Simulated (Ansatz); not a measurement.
# NiMoIrPdW (P3m1) in Ansatz: notebook, part 2 of 2

Ansatz 0.2.0.

**4. Projected density of states, PBE, collinear spin, ferromagnetic start**

Input file input.yaml:

```yaml
crystal:
  lattice:
    - [4.11705, 0.0, 0.0]
    - [-2.05853, 3.56547, 0.0]
    - [0.0, 0.0, 5.4458]
  atoms:
    - { symbol: Ni, position: [0.0, 0.0, 0.95775], spin: 1.0 }
    - { symbol: Mo, position: [0.66667, 0.33333, 0.96161], spin: 1.0 }
    - { symbol: Pd, position: [0.66667, 0.33333, 0.46295] }
    - { symbol: Ir, position: [0.33333, 0.66667, 0.72572], spin: 0.6 }
    - { symbol: W, position: [0.33333, 0.66667, 0.23642] }
kpoints:
  mp_grid: { grid: [8, 8, 5] }
  band_path:
    path:
      - [0.0, 0.0, 0.0]
      - [0.5, 0.0, 0.0]
      - [0.3333333333, 0.3333333333, 0.0]
      - [0.0, 0.0, 0.0]
      - [0.0, 0.0, 0.5]
      - [0.5, 0.0, 0.5]
      - [0.3333333333, 0.3333333333, 0.5]
      - [0.0, 0.0, 0.5]
    npoints: 12
scf:
  occupations: { method: fermi_dirac, width: 0.05 }
hamiltonian:
  xc: pbe
  pseudopotentials: { kind: all_electron, lapw: { basis_error: 0.002 } }
magnetization:
  spin_polarized: true
output:
  forces: true
  stress: true
  eigenvalues: true
  fatbands: false
  dos: { projected: true, de: 0.1, e_range: [-20, 6] }
  populations: true
```

Potentials or basis: all-electron LAPW, scalar-relativistic.

Launch:

```bash
$ ansatz run input.yaml --threads 8 --pin off --max-ram 24576MiB --backend cpu --events-out ev --progress --plain --runs-dir out
```

Log:

```text
Warning: the atoms were moved onto the symmetric positions of the space group found under crystal.symmetry.tolerance 1.0e-5 (fractional; no operation is sought that the atoms, as they stand in a round, miss by more than twice it, and no atom is moved by as much as it), and the run uses the moved positions. Before a round's move an operation carried an atom to 4.12e-5 Å from where it should land, the largest such distance. Atom 1 (counting from 0) moved farthest, by 2.38e-5 Å; the longest move in fractions of the cell, of whichever atom, is 0.47 of the tolerance, in 1 round. To run the atoms as typed, lower crystal.symmetry.tolerance until the operations that they miss are no longer found, or set crystal.symmetry.detect: false (a key that needs symmetry detection or time reversal refuses this as the deck is read). The positions used, in the order of the run's atom list: position: [0.0, 0.0, 0.95775]; position: [0.6666666666666666, 0.3333333333333333, 0.96161]; position: [0.6666666666666666, 0.3333333333333333, 0.46295]; position: [0.3333333333333333, 0.6666666666666666, 0.72572]; position: [0.3333333333333333, 0.6666666666666666, 0.23642]; The lattice was moved too: crystal.lattice keeps the space group found at crystal.symmetry.tolerance 1.0e-5 only nearly: the operation that it misses by the most changes a squared length by the fraction 2.80e-6. The run uses the lattice that is a stretch of the typed one, with no rotation, onto the one that keeps every operation to a double's rounding (on a very oblique basis the stretch itself rounds by more); the deck's lattice vector that moved farthest moved by 2.89e-6 Å. To run the lattice as typed, set crystal.symmetry.tolerance under 1.34e-6, the least fraction by which an operation that the lattice misses changes a squared length (the same key also sets how far an atom may lie from its image, so lowering it can lose operations that the atoms keep only within it), or set crystal.symmetry.detect: false, as for the atoms. crystal.lattice made exact, in Å and degrees: [[4.117050064288548, 2.8867513460320246e-6, 0.0], [-2.0585275321442738, 3.565468500950565, 0.0], [0.0, 0.0, 5.4458]]. Pasted over the deck's crystal.lattice, beside positions in fractional coordinates, it runs the same cell (given as lengths and angles, that cell in the form's own orientation, a rigid turn of the misfit's size from the one run here, for which a checkpoint.post_process_only pass over this run's state can be refused: where this run relaxes nothing, give such a pass this deck's own crystal.lattice, as typed; behind a relaxation, as crystal.lattice, the state's own cell, identity.cell in its checkpoint.json), and a matrix so pasted ends this notice, except on a very skew basis of the lattice, where the rounding of the pasted numbers themselves can read as a misfit: the cell is then moved again, and that move is told again. The lattice as run is in this notice's lattice.as_run_ang field (Run.prep()["deck_notices"] in Python, the deck_notice line of an events file, deck_notices of ansatz run --dry-run=json, or deck_notices in record.json in the deck's checkpoint.write directory).
Warning: RAYON_NUM_THREADS=8 ignored (pool sized by the plan → 8); use --threads N
Ni: projections on atomic orbitals take those of the free atom 1s2 2s2 2p6 3s2 3p6 3d8 4s2, of charge +0.00 (hamiltonian.pseudopotentials.projection_atoms)
Mo: projections on atomic orbitals take those of the free atom 1s2 2s2 2p6 3s2 3p6 3d10 4s2 4p6 4d5 5s1, of charge +0.00 (hamiltonian.pseudopotentials.projection_atoms)
Pd: projections on atomic orbitals take those of the free atom 1s2 2s2 2p6 3s2 3p6 3d10 4s2 4p6 4d10, of charge +0.00 (hamiltonian.pseudopotentials.projection_atoms)
Ir: projections on atomic orbitals take those of the free atom 1s2 2s2 2p6 3s2 3p6 3d10 4s2 4p6 4d10 4f14 5s2 5p6 5d7 6s2, of charge +0.00 (hamiltonian.pseudopotentials.projection_atoms)
[... 94 lines left out ...]
  k-point 1 ↑: bands = ["-451.0265", "-396.2265", "-396.1967", "-396.1967", "-353.7398", "-353.7398", "-353.7126", "-303.3479", "-303.3479", "-303.3281", "-303.3281", "-303.3194", "-262.8303", "-262.8303", "-262.8166", "-262.7677", "-262.7677", "-211.2809", "-211.2726", "-211.2726", "-211.2450", "-211.2450", "-195.6271", "-195.6271", "-195.6040", "-195.6027", "-195.6027", "-81.5444", "-70.0780", "-63.0269", "-52.1061", "-42.0487", "-42.0487", "-41.7339", "-38.9332", "-34.5007", "-34.4954", "-34.4954", "-34.4757", "-34.4757", "-34.4334", "-34.4232", "-28.7480", "-28.7422", "-28.7422", "-27.0458", "-26.9125", "-26.9125", "-16.3802", "-16.3020", "-16.3020", "-13.0817", "-13.0817", "-12.9934", "-6.4452", "-6.4348", "-6.4348", "-6.4184", "-6.4184", "-6.4021", "-6.3990", "14.0098", "16.7485", "16.9595", "16.9595", "17.2252", "17.2252", "17.4042", "18.3657", "18.3657", "18.6890", "18.9851", "18.9851", "19.7683", "19.8815", "19.8815", "20.4002", "20.4002", "21.0986", "21.2896", "21.2896", "22.4969", "22.4969", "24.0338", "24.0338", "24.7945", "24.9168", "24.9168", "27.5920", "30.4836", "30.8340", "30.8340", "31.2305", "32.6672", "32.6672", "33.0975", "33.4325", "33.4325", "34.1818", "34.2307"]
  k-point 2 ↑: bands = ["-451.0265", "-396.2265", "-396.1967", "-396.1967", "-353.7398", "-353.7398", "-353.7126", "-303.3479", "-303.3479", "-303.3281", "-303.3281", "-303.3194", "-262.8303", "-262.8303", "-262.8166", "-262.7677", "-262.7677", "-211.2809", "-211.2726", "-211.2726", "-211.2450", "-211.2450", "-195.6271", "-195.6271", "-195.6040", "-195.6027", "-195.6027", "-81.5444", "-70.0780", "-63.0269", "-52.1061", "-42.0487", "-42.0487", "-41.7339", "-38.9335", "-34.5006", "-34.4954", "-34.4954", "-34.4757", "-34.4757", "-34.4334", "-34.4232", "-28.7467", "-28.7422", "-28.7422", "-27.0429", "-26.9125", "-26.9125", "-16.3899", "-16.3022", "-16.3022", "-13.0817", "-13.0817", "-12.9996", "-6.4456", "-6.4348", "-6.4348", "-6.4185", "-6.4185", "-6.4021", "-6.3990", "14.6896", "16.2781", "17.2392", "17.2392", "17.5214", "17.6002", "17.6002", "18.0155", "18.0155", "18.4089", "18.4333", "18.4333", "19.9387", "19.9387", "20.2851", "20.5269", "20.5269", "21.1395", "21.5425", "21.5425", "22.0042", "22.0042", "23.2288", "24.2559", "24.2559", "24.7558", "24.7558", "28.0557", "30.3828", "31.1036", "31.5753", "31.5753", "32.4787", "32.8208", "32.8208", "33.1898", "33.1898", "34.0945", "34.0945"]
  k-point 39 ↓: bands = ["-451.0265", "-396.2265", "-396.1967", "-396.1967", "-353.7398", "-353.7398", "-353.7126", "-303.3479", "-303.3479", "-303.3281", "-303.3281", "-303.3194", "-262.8303", "-262.8303", "-262.8166", "-262.7677", "-262.7677", "-211.2809", "-211.2726", "-211.2726", "-211.2450", "-211.2450", "-195.6271", "-195.6271", "-195.6040", "-195.6027", "-195.6027", "-81.5444", "-70.0779", "-63.0268", "-52.1060", "-42.0553", "-42.0490", "-41.7339", "-38.9247", "-34.5006", "-34.4954", "-34.4954", "-34.4756", "-34.4756", "-34.4334", "-34.4232", "-28.7488", "-28.7451", "-28.7434", "-27.0425", "-26.9141", "-26.9125", "-16.3944", "-16.3160", "-16.3112", "-13.0895", "-13.0806", "-12.9875", "-6.4455", "-6.4351", "-6.4350", "-6.4188", "-6.4186", "-6.4028", "-6.3990", "16.6250", "17.0957", "17.2527", "17.6942", "17.9071", "18.0410", "18.1573", "18.3007", "18.4236", "18.5604", "18.8389", "19.2921", "19.5862", "19.7221", "19.9326", "20.1096", "20.1983", "20.4972", "20.9257", "21.2963", "21.5228", "21.9308", "22.6625", "23.0986", "23.8379", "24.1925", "24.6094", "24.8265", "25.6953", "26.2249", "27.9711", "32.8085", "33.2777", "34.4604", "34.9831", "35.2382", "36.2255", "36.6640", "36.7875"]
--- Löwdin populations: 5 sites ---
  site symbol       q [e]    m [muB]
     0     Ni     27.5821    -0.0000
     1     Mo     42.3821    -0.0000
     2     Pd     45.0886    -0.0000
     3     Ir     77.0232    -0.0000
     4      W     74.0945    -0.0000
  spilling = 0.003107 (of n_electrons = 267.000000)
```

It took 77 s on 8 threads of Intel Xeon Platinum 8488C (Sapphire Rapids), shared host; peak memory 2.1 GiB.

What came out:

* Free energy: -1213094.3830 eV
* Pressure: 0.0 GPa
* Largest force: 0.039 eV/Å
* Band gap along the path: none (metal or under the smearing width)
* Net moment: 0.00 μB per cell
* Absolute moment: 0.00 μB per cell

Forces on the atoms (eV/Å):
```
Ni   0.000  0.000 -0.011
Mo   0.000  0.000  0.039
Pd   0.000  0.000  0.009
Ir   0.000  0.000 -0.006
W    0.000  0.000 -0.031
```

Levels at the corners of the path, in eV from the Fermi level:
Spin up:
```csv
point,band 79,band 80,band 81,band 82,band 83,band 84
Γ,-0.99,-0.77,-0.77,0.82,0.82,1.81
M,-1.05,-0.52,-0.27,0.96,1.18,1.28
K,-1.45,-1.29,0.28,0.33,0.45,1.09
Γ,-0.99,-0.77,-0.77,0.82,0.82,1.81
A,-0.84,-0.32,-0.32,-0.16,-0.16,0.93
L,-1.64,-0.92,-0.89,-0.34,0.02,0.37
H,-1.74,-1.09,-0.93,-0.55,-0.27,0.70
A,-0.84,-0.32,-0.32,-0.16,-0.16,0.93
```
Spin down:
| point | band 78 | band 79 | band 80 | band 81 | band 82 | band 83 | band 84 | band 85 |
| --- | --- | --- | --- | --- | --- | --- | --- | --- |
| Γ | -1.71 | -0.99 | -0.77 | -0.77 | 0.82 | 0.82 | 1.81 | 1.81 |
| M | -1.44 | -1.05 | -0.52 | -0.27 | 0.96 | 1.18 | 1.28 | 1.61 |
| K | -1.55 | -1.45 | -1.29 | 0.28 | 0.33 | 0.45 | 1.09 | 1.42 |
| Γ | -1.71 | -0.99 | -0.77 | -0.77 | 0.82 | 0.82 | 1.81 | 1.81 |
| A | -1.46 | -0.84 | -0.32 | -0.32 | -0.16 | -0.16 | 0.93 | 2.28 |
| L | -1.70 | -1.64 | -0.92 | -0.89 | -0.34 | 0.02 | 0.37 | 1.11 |
| H | -1.93 | -1.74 | -1.09 | -0.93 | -0.55 | -0.27 | 0.70 | 1.18 |
| A | -1.46 | -0.84 | -0.32 | -0.32 | -0.16 | -0.16 | 0.93 | 2.28 |

States per cell in windows of 1 eV (zero at the Fermi level; states under -8 eV left out):
| from (eV) | up | down |
| --- | --- | --- |
| -8.0 | 0.22 | 0.22 |
| -7.0 | 0.54 | 0.54 |
| -6.0 | 2.10 | 2.10 |
| -5.0 | 3.93 | 3.93 |
| -4.0 | 3.86 | 3.86 |
| -3.0 | 3.75 | 3.75 |
| -2.0 | 3.89 | 3.89 |
| -1.0 | 2.20 | 2.20 |
| 0.0 | 2.05 | 2.05 |
| 1.0 | 1.99 | 1.99 |
| 2.0 | 2.63 | 2.63 |
| 3.0 | 0.85 | 0.85 |
| 4.0 | 0.88 | 0.88 |

Caveat: spin-orbit coupling is left out, which moves the levels of the heavy elements; the starting moments weren't kept.

**5. Band structure, LDA, collinear spin, ferromagnetic start**

Edit input.yaml of step 4 so:

```diff
@@ -12,3 +12,3 @@
 kpoints:
-  mp_grid: { grid: [8, 8, 5] }
+  mp_grid: { grid: [6, 6, 4] }
   band_path:
@@ -27,3 +27,3 @@
 hamiltonian:
-  xc: pbe
+  xc: lda
   pseudopotentials: { kind: all_electron, lapw: { basis_error: 0.002 } }
@@ -35,4 +35 @@
   eigenvalues: true
-  fatbands: false
-  dos: { projected: true, de: 0.1, e_range: [-20, 6] }
-  populations: true
```

Launch:

```bash
$ ansatz run input.yaml --threads 8 --pin off --max-ram 24576MiB --backend cpu --events-out ev --progress --plain --runs-dir out
```

It took 51 s on 8 threads of Intel Xeon Platinum 8488C (Sapphire Rapids), shared host; peak memory 1.6 GiB.

The run converged. Its results:

* Free energy: -1212260.2229 eV
* Pressure: -12.9 GPa
* Largest force: 0.087 eV/Å
* Band gap along the path: none (metal or under the smearing width)
* Net moment: 0.00 μB per cell
* Absolute moment: 0.00 μB per cell

Forces in eV/Å, atoms in the order of the input:
```
Ni   0.000  0.000 -0.073
Mo   0.000  0.000  0.079
Pd   0.000  0.000 -0.025
Ir   0.000  0.000  0.087
W    0.000  0.000 -0.068
```

Stress tensor (GPa, compression positive):
```
-12.94   0.00   0.00
  0.00 -12.94   0.00
  0.00   0.00 -12.70
```

Levels at the corners of the path, in eV from the Fermi level:
Spin up:
```
point  band 77  band 78  band 79  band 80  band 81  band 82  band 83  band 84  band 85  band 86
    Γ    -1.77    -1.77    -1.03    -0.81    -0.81     0.78     0.78     1.74     1.74     2.97
    M    -1.64    -1.49    -1.09    -0.56    -0.30     0.91     1.13     1.22     1.56     1.86
    K    -1.74    -1.60    -1.49    -1.33     0.24     0.27     0.40     1.03     1.38     1.93
    Γ    -1.77    -1.77    -1.03    -0.81    -0.81     0.78     0.78     1.74     1.74     2.97
    A    -1.51    -1.51    -0.89    -0.36    -0.36    -0.21    -0.21     0.85     2.23     2.23
    L    -1.90    -1.75    -1.70    -0.96    -0.94    -0.40    -0.02     0.32     1.05     1.38
    H    -2.02    -1.97    -1.78    -1.14    -0.97    -0.61    -0.31     0.65     1.12     1.76
    A    -1.51    -1.51    -0.89    -0.36    -0.36    -0.21    -0.21     0.85     2.23     2.23
```
Spin down:
```tsv
point	band 77	band 78	band 79	band 80	band 81	band 82	band 83	band 84	band 85	band 86
Γ	-1.77	-1.77	-1.03	-0.81	-0.81	0.78	0.78	1.74	1.74	2.97
M	-1.64	-1.49	-1.09	-0.56	-0.30	0.91	1.13	1.22	1.56	1.86
K	-1.74	-1.60	-1.49	-1.33	0.24	0.27	0.40	1.03	1.38	1.93
Γ	-1.77	-1.77	-1.03	-0.81	-0.81	0.78	0.78	1.74	1.74	2.97
A	-1.51	-1.51	-0.89	-0.36	-0.36	-0.21	-0.21	0.85	2.23	2.23
L	-1.90	-1.75	-1.70	-0.96	-0.94	-0.40	-0.02	0.32	1.05	1.38
H	-2.02	-1.97	-1.78	-1.14	-0.97	-0.61	-0.31	0.65	1.12	1.76
A	-1.51	-1.51	-0.89	-0.36	-0.36	-0.21	-0.21	0.85	2.23	2.23
```

Caveat: the k mesh is thin for a metal, which can move the energy by tens of meV per atom; spin-orbit coupling is left out, which moves the levels of the heavy elements; the starting moments weren't kept.

**6. Overview**

```tsv
task	level	potentials or basis	U	k mesh	cutoff (eV)	basis error allowed	gap on the mesh (eV)	pressure (GPa)	moment (μB)	largest force (eV/Å)
density of states	PBE	all-electron PAW datasets made for the crystal	-	6 × 6 × 4	440	-	none	0.0	0.00	0.17
single point	PBE+U	all-electron LAPW, scalar-relativistic	Ir d U = 3 eV, Mo d U = 3 eV, Ni d U = 3 eV, Pd d U = 3 eV, W d U = 3 eV	6 × 6 × 4	315	0.002 eV/atom	none	3.7	0.34	0.46
projected density of states	PBE	all-electron LAPW, scalar-relativistic	-	8 × 8 × 5	315	0.002 eV/atom	-	0.0	0.00	0.04
band structure	LDA	all-electron LAPW, scalar-relativistic	-	6 × 6 × 4	314	0.002 eV/atom	-	-12.9	0.00	0.09
```

Alike in all rows: spin collinear, ferromagnetic start; cell as given; smearing fermi-dirac 0.05 eV.

Caveats: the k mesh is thin for a metal, which can move the energy by tens of meV per atom (some runs); the starting moments weren't kept (some runs); spin-orbit coupling is left out, which moves the levels of the heavy elements (some runs); the program warned that the printed levels may be off, so bands, gaps and densities of states are rough (some runs); the magnetic state may not be the lowest (some runs); U is the effective U less J, on atomic orbitals that reach past the spheres (some runs); the U is typed as a test and isn't derived for this compound (some runs).

Compare energies only between runs with the same functional and basis.
